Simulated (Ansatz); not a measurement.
# C2HCl2In: a ladder of functionals and wavefunction methods

An exercise on one series of results from a longer session: the logs are not shown, and one member is left open.

Computed with Ansatz 0.2.0, Gaussian basis. Level: functionals in def2-TZVPP, the program's frozen cores in correlated methods.

Plan: LDA (SPW92), PBE-D4, revPBE-D4, BLYP-D4, r2SCAN-D4, B97M-V, PBE0-D4, B3LYP-D4, r2SCANh-D4, r2SCAN0-D4, HSE06-D4, BHLYP-D4, CAM-B3LYP-D4, LC-ωPBE, ωB97X-V, ωB97M-V, B2PLYP, PBE-QIDH; CCSD(T)/def2-SVP; CCSD(T)/def2-TZVPP; MP2/def2-QZVPP; extrapolation to the limit; RPA on PBE.

## Structure used throughout

The geometry comes from an earlier relaxation with PBE0-D4 in a triple-zeta def2 set; it is a stationary point. In takes the def2 core potential; no spin-orbit term is included.

SMILES `C#[C][In]([Cl])[Cl]`, 6 atoms, charge 0, spin multiplicity 1.

Atoms are counted from 1 here; the program's logs count them from 0.

Bond lengths: C1–C2 1.206 Å, C1–H6 1.067 Å, C2–In3 2.054 Å, In3–Cl4 2.301 Å, In3–Cl5 2.301 Å. Angles: C2–C1–H6 180.0°, C1–C2–In3 179.9°, C2–In3–Cl4 122.8°, C2–In3–Cl5 122.8°, Cl4–In3–Cl5 114.4°.

Set-up of the first run:

The input, in.yaml:

```yaml
crystal:
  periodic: [false, false, false]
  atoms:
    - {symbol: C, position_ang: [-0.137128, 0.233767, 2.051203]}
    - {symbol: C, position_ang: [-0.057968, 0.098036, 0.855064]}
    - {symbol: In, position_ang: [0.078652, -0.134299, -1.181034]}
    - {symbol: Cl, position_ang: [-0.358968, -2.130139, -2.240060]}
    - {symbol: Cl, position_ang: [0.682448, 1.578841, -2.594164]}
    - {symbol: H, position_ang: [-0.207026, 0.353806, 3.108992]}
basis:
  gaussian: {orbitals: def2-TZVPP}
hamiltonian: {xc: lda}
output: {orbitals: {seedname: orbitals}}
```

Started as:

```bash
$ ansatz run in.yaml --threads 4 --pin off --events-out ev --progress --plain --max-ram 10444MiB
```

Among the steps run: LDA; PBE-D4 (GGA); revPBE-D4 (GGA); BLYP-D4 (GGA); r2SCAN-D4 (meta-GGA); B97M-V (meta-GGA); PBE0-D4 (hybrid); B3LYP-D4 (hybrid); r2SCANh-D4 (hybrid); r2SCAN0-D4 (hybrid); HSE06-D4 (hybrid); BHLYP-D4 (hybrid); CAM-B3LYP-D4 (range-separated); LC-ωPBE (range-separated); ωB97X-V (range-separated); ωB97M-V (range-separated); B2PLYP (double hybrid); PBE-QIDH (double hybrid).

One of the session's tables, all rows but one given; the rest of the session is left out.

It belongs to the step «Frontier levels by functional». 

```
  functional  HOMO (eV)  LUMO (eV)  gap (eV)
 LDA (SPW92)      -7.81      -3.13      4.68
      PBE-D4      -7.60      -2.82      4.78
   revPBE-D4      -7.52      -2.69      4.83
     BLYP-D4      -7.41      -2.78      4.63
   r2SCAN-D4      -7.86      -2.60      5.26
      B97M-V      -7.80      -2.74      5.06
     PBE0-D4      -8.84      -2.06      6.78
    B3LYP-D4      -8.57      -2.32      6.25
  r2SCANh-D4      -8.33      -2.34      5.99
  r2SCAN0-D4      -9.02      -1.95      7.07
    HSE06-D4      -8.43      -2.42      6.01
    BHLYP-D4      -9.88      -1.33      8.55
CAM-B3LYP-D4     -10.20      -1.19      9.01
     LC-ωPBE     -11.68      -0.04     11.64
     ωB97X-V          ?          ?         ?
     ωB97M-V     -11.11      -0.37     10.74
```

Q: Estimate the row for ωB97X-V from the others.

The run gave: HOMO (eV): -11.24; LUMO (eV): -0.18; gap (eV): 11.07. In the column «HOMO (eV)» it lies between LC-ωPBE (-11.68) and ωB97M-V (-11.11).
